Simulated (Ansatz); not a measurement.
# B6Br: the cost of one run

Computed with Ansatz 0.2.0 (DFT PBE, scalar-relativistic, plane waves, PAW, unless a step's input says otherwise).

1 further run of the same task is left out (for a known fault of the program). Runs told in other sessions of the task aren't counted.

## Step 1: Starting point

Symmetry: R-3m, No. 166, trigonal system. The conventional cell has a = 6.339 Å, b = 6.339 Å, c = 7.500 Å, α = 90.00°, β = 90.00°, γ = 120.00°. B (site symmetry 2/m) is surrounded by 2 Br at 2.22 Å and 4 B at 2.22 Å. B (site symmetry 2/m) has 4 B at 2.22 Å in its first shell of neighbours. Around Br (site symmetry -3m) lie 6 B at 2.22 Å.

Structure file:

```xyz
7
Lattice="3.1696 1.8300 2.4999 -3.1696 1.8300 2.4999 0.0000 -3.6599 2.4999" Properties=species:S:1:pos:R:3 pbc="T T T"
B     0.0000    1.8300    2.4999
B    -1.5848   -0.9150    2.4999
B     1.5848   -0.9150    2.4999
B     0.0000   -1.8300    1.2500
B     1.5848    0.9150    1.2500
B    -1.5848    0.9150    1.2500
Br    0.0000    0.0000    3.7499
```

Recipe of the guess: random cell by space group and Wyckoff sites (R-3m, No. 166). Lengths come from tabulated atomic sizes and are only a guess.

## Step 2: A first look at the guess

Contents of input.yaml:

```yaml
crystal:
  lattice:
    - [3.16956964, 1.82995189, 2.49994463]
    - [-3.16956964, 1.82995189, 2.49994463]
    - [0.0, -3.65990377, 2.49994463]
  atoms:
    - { symbol: B, position: [0.5, 0.5, 0.0] }
    - { symbol: B, position: [0.0, 0.5, 0.5] }
    - { symbol: B, position: [0.5, 0.0, 0.5] }
    - { symbol: B, position: [0.0, 0.0, 0.5] }
    - { symbol: B, position: [0.5, 0.0, 0.0] }
    - { symbol: B, position: [0.0, 0.5, 0.0] }
    - { symbol: Br, position: [0.5, 0.5, 0.5] }
basis:
  ecutwfc: 420
kpoints:
  mp_grid: { grid: [6, 6, 6] }
hamiltonian:
  xc: pbe
scf:
  occupations: { method: gaussian, width: 0.1 }
  lower_state_search: "off"
output:
  forces: true
  stress: true
  eigenvalues: true
```

Launch:

```console
ansatz run input.yaml --threads 1 --pin off --max-ram 2560MiB --backend cpu --events-out ev --progress --plain --runs-dir out
```

Q: Estimate wall time and peak memory on 1 thread of Intel Xeon at 2.80GHz (Skylake/Cascade Lake), shared host.

About 2.5 s, with a peak of 0.4 GiB.
